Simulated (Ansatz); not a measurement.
# H8OSi3: a nudged elastic band in two tries

Wanted: a band of images between two relaxed ends, and a check that the input is sound.

All numbers below are computed with Ansatz 0.2.0 (RKS PBE/6-31G*).

### 1 The structure to begin with

Bond lengths: Si1–Si2 2.358 Å, Si2–H3 1.502 Å, Si2–H4 1.502 Å, Si2–H5 1.504 Å, Si1–H6 1.499 Å, Si1–H7 1.505 Å, Si1–O8 1.674 Å, O8–Si9 1.668 Å, Si9–H10 1.504 Å, Si9–H11 1.501 Å, Si9–H12 1.496 Å. Angles (14 of 19 angles, heavy atoms first): Si2–Si1–O8 114.0°, Si1–O8–Si9 139.8°, Si1–Si2–H3 112.4°, Si1–Si2–H4 112.1°, Si1–Si2–H5 107.6°, Si2–Si1–H6 109.2°, Si2–Si1–H7 108.6°, H6–Si1–O8 107.0°, H7–Si1–O8 110.0°, O8–Si9–H10 110.9°, O8–Si9–H11 110.9°, O8–Si9–H12 108.1°, H3–Si2–H4 108.3°, H3–Si2–H5 108.0°.

Structure file:

```xyz
12

Si    0.2687   -0.0223    0.0364
Si    1.0751    0.0758    2.2499
H    -0.0338    0.1174    3.2625
H     1.9699   -1.0848    2.5782
H     1.8774    1.3405    2.3870
H     1.4227    0.0947   -0.9139
H    -0.6424    1.1538   -0.1942
O    -0.5286   -1.4467   -0.3364
Si   -1.6150   -2.5146    0.3426
H    -1.3641   -2.6699    1.8168
H    -3.0252   -2.0394    0.1484
H    -1.4454   -3.8399   -0.3301
```

### 2 First attempt

Input file input.yaml:

```yaml
crystal:
  periodic: [false, false, false]
  atoms:
    - { symbol: Si, position_ang: [0.268742, -0.022295, 0.036422] }
    - { symbol: Si, position_ang: [1.075076, 0.075835, 2.249949] }
    - { symbol: H, position_ang: [-0.033792, 0.117388, 3.262492] }
    - { symbol: H, position_ang: [1.969867, -1.084751, 2.578176] }
    - { symbol: H, position_ang: [1.877441, 1.340544, 2.387029] }
    - { symbol: H, position_ang: [1.42271, 0.09467, -0.913883] }
    - { symbol: H, position_ang: [-0.642375, 1.153783, -0.194235] }
    - { symbol: O, position_ang: [-0.52865, -1.446665, -0.336366] }
    - { symbol: Si, position_ang: [-1.614971, -2.514551, 0.342564] }
    - { symbol: H, position_ang: [-1.364097, -2.669909, 1.816841] }
    - { symbol: H, position_ang: [-3.025151, -2.039445, 0.148433] }
    - { symbol: H, position_ang: [-1.4454, -3.839903, -0.330125] }
basis:
  gaussian: { orbitals: "6-31G*" }
hamiltonian:
  xc: pbe
neb:
  order_check: false
  images: 9
  f_tol: 0.05
  max_iterations: 8
  final_atoms:
    - { symbol: Si, position_ang: [-0.75686103, 0.34202703, 0.294026] }
    - { symbol: Si, position_ang: [1.70167765, 0.04330326, 2.12514826] }
    - { symbol: H, position_ang: [0.91184355, -0.94641328, 2.91719508] }
    - { symbol: H, position_ang: [3.16534895, -0.27882049, 2.23521249] }
    - { symbol: H, position_ang: [1.44850896, 1.44569758, 2.57164364] }
    - { symbol: H, position_ang: [1.38484421, -0.07481231, 0.64120992] }
    - { symbol: H, position_ang: [0.02737009, 0.87642131, -0.93140948] }
    - { symbol: O, position_ang: [-1.15823317, -1.16058929, -0.37631557] }
    - { symbol: Si, position_ang: [-2.00318312, -2.46833033, 0.257969] }
    - { symbol: H, position_ang: [-2.55272409, -2.16075123, 1.62410424] }
    - { symbol: H, position_ang: [-3.13178253, -2.80789513, -0.6683713] }
    - { symbol: H, position_ang: [-1.07740949, -3.64513613, 0.35688474] }
  initial_path:
    images:
      - { positions_ang: [[0.268742, -0.022295, 0.036422], [1.075076, 0.075835, 2.249949], [-0.033792, 0.117388, 3.262492], [1.969867, -1.084751, 2.578176], [1.877441, 1.340544, 2.387029], [1.42271, 0.09467, -0.913883], [-0.642375, 1.153783, -0.194235], [-0.52865, -1.446665, -0.336366], [-1.614971, -2.514551, 0.342564], [-1.364097, -2.669909, 1.816841], [-3.025151, -2.039445, 0.148433], [-1.4454, -3.839903, -0.330125]] }
      - { positions_ang: [[0.21435871, -0.01563776, 0.0312021], [1.12196232, 0.05866581, 2.20859753], [-0.02778402, 0.00890495, 3.11551858], [2.04023517, -1.05757245, 2.56616458], [1.82449527, 1.33780498, 2.41874933], [1.46931109, 0.07845891, -0.71656181], [-0.65269823, 1.16433904, -0.24758602], [-0.58142503, -1.42831553, -0.38186197], [-1.62611138, -2.49759639, 0.35059236], [-1.34314231, -2.59578015, 1.80895601], [-3.03909174, -2.05769108, 0.17195974], [-1.44070985, -3.83087933, -0.27843344]] }
      - { positions_ang: [[0.15997542, -0.00898052, 0.02598221], [1.16884864, 0.04149662, 2.16724606], [-0.02177605, -0.09957811, 2.96854516], [2.11060334, -1.0303939, 2.55415316], [1.77154953, 1.33506596, 2.45046965], [1.51591219, 0.06224783, -0.51924061], [-0.66302146, 1.17489508, -0.30093703], [-0.63420006, -1.40996607, -0.42735795], [-1.63725176, -2.48064177, 0.35862073], [-1.32218762, -2.5216513, 1.80107102], [-3.05303248, -2.07593716, 0.19548647], [-1.43601969, -3.82185566, -0.22674188]] }
      - { positions_ang: [[0.10559212, -0.00232329, 0.02076231], [1.21573496, 0.02432743, 2.12589458], [-0.01576807, -0.20806116, 2.82157175], [2.18097151, -1.00321536, 2.54214175], [1.7186038, 1.33232695, 2.48218998], [1.56251328, 0.04603674, -0.32191942], [-0.67334469, 1.18545112, -0.35428805], [-0.68697509, -1.3916166, -0.47285392], [-1.64839215, -2.46368716, 0.36664909], [-1.30123293, -2.44752244, 1.79318604], [-3.06697321, -2.09418323, 0.21901321], [-1.43132954, -3.81283199, -0.17505031]] }
      - { positions_ang: [[0.05120883, 0.00433395, 0.01554242], [1.26262128, 0.00715824, 2.08454311], [-0.00976009, -0.31654422, 2.67459833], [2.25133968, -0.97603681, 2.53013033], [1.66565807, 1.32958793, 2.5139103], [1.60911437, 0.02982566, -0.12459822], [-0.68366792, 1.19600716, -0.40763906], [-0.73975011, -1.37326713, -0.5183499], [-1.65953253, -2.44673254, 0.37467745], [-1.28027824, -2.37339359, 1.78530105], [-3.08091395, -2.11242931, 0.24253994], [-1.42663938, -3.80380833, -0.12335875]] }
      - { positions_ang: [[-0.00317446, 0.01099119, 0.01032252], [1.3095076, -0.01001095, 2.04319164], [-0.00375212, -0.42502727, 2.52762491], [2.32170785, -0.94885826, 2.51811891], [1.61271234, 1.32684891, 2.54563063], [1.65571547, 0.01361457, 0.07272297], [-0.69399115, 1.2065632, -0.46099008], [-0.79252514, -1.35491767, -0.56384587], [-1.67067291, -2.42977793, 0.38270582], [-1.25932355, -2.29926474, 1.77741606], [-3.09485469, -2.13067539, 0.26606668], [-1.42194923, -3.79478466, -0.07166719]] }
      - { positions_ang: [[-0.15391177, 0.07719836, 0.06706322], [1.38794161, 0.00065189, 2.05958296], [0.17936702, -0.52930447, 2.60553895], [2.49043607, -0.81485071, 2.46153763], [1.57987166, 1.35061864, 2.55083323], [1.60154122, -0.00407081, 0.18642036], [-0.5497189, 1.14053482, -0.55507396], [-0.86566675, -1.31605199, -0.52633981], [-1.73717495, -2.43748841, 0.35775845], [-1.51800366, -2.27156204, 1.7467537], [-3.10224026, -2.26611934, 0.07917908], [-1.35304128, -3.76485495, 0.0140432]] }
      - { positions_ang: [[-0.30464909, 0.14340553, 0.12380391], [1.46637562, 0.01131474, 2.07597429], [0.36248615, -0.63358167, 2.68345298], [2.65916429, -0.68084315, 2.40495634], [1.54703099, 1.37438838, 2.55603583], [1.54736697, -0.02175618, 0.30011775], [-0.40544665, 1.07450644, -0.64915784], [-0.93880835, -1.27718632, -0.48883375], [-1.80367699, -2.44519889, 0.33281109], [-1.77668377, -2.24385933, 1.71609133], [-3.10962583, -2.40156329, -0.10770851], [-1.28413333, -3.73492525, 0.09975358]] }
      - { positions_ang: [[-0.4553864, 0.20961269, 0.18054461], [1.54480963, 0.02197758, 2.09236561], [0.54560528, -0.73785888, 2.76136702], [2.82789251, -0.5468356, 2.34837506], [1.51419031, 1.39815811, 2.56123843], [1.49319272, -0.03944156, 0.41381514], [-0.2611744, 1.00847807, -0.74324172], [-1.01194996, -1.23832064, -0.45132769], [-1.87017904, -2.45290937, 0.30786372], [-2.03536387, -2.21615663, 1.68542897], [-3.11701139, -2.53700723, -0.29459611], [-1.21522538, -3.70499554, 0.18546397]] }
      - { positions_ang: [[-0.60612371, 0.27581986, 0.2372853], [1.62324364, 0.03264042, 2.10875694], [0.72872442, -0.84213608, 2.83928105], [2.99662073, -0.41282805, 2.29179377], [1.48134964, 1.42192785, 2.56644103], [1.43901846, -0.05712693, 0.52751253], [-0.11690215, 0.94244969, -0.8373256], [-1.08509156, -1.19945497, -0.41382163], [-1.93668108, -2.46061985, 0.28291636], [-2.29404398, -2.18845393, 1.6547666], [-3.12439696, -2.67245118, -0.4814837], [-1.14631743, -3.67506584, 0.27117435]] }
      - { positions_ang: [[-0.75686103, 0.34202703, 0.294026], [1.70167765, 0.04330326, 2.12514826], [0.91184355, -0.94641328, 2.91719508], [3.16534895, -0.27882049, 2.23521249], [1.44850896, 1.44569758, 2.57164364], [1.38484421, -0.07481231, 0.64120992], [0.02737009, 0.87642131, -0.93140948], [-1.15823317, -1.16058929, -0.37631557], [-2.00318312, -2.46833033, 0.257969], [-2.55272409, -2.16075123, 1.62410424], [-3.13178253, -2.80789513, -0.6683713], [-1.07740949, -3.64513613, 0.35688474]] }
  spring: -5.0
```

Launch:

```bash
$ ansatz run input.yaml --threads 2 --pin off --max-ram 3072MiB --backend cpu --events-out ev --progress --plain --runs-dir out
```

What does the calculation give? Wanted: first try.

The runs gave:

| quantity | value |
| --- | --- |
| first try | refused |
| cause | a negative spring would push the images apart instead of spacing them |

In words: The fault in the first input was caught at the input check and cost nothing.
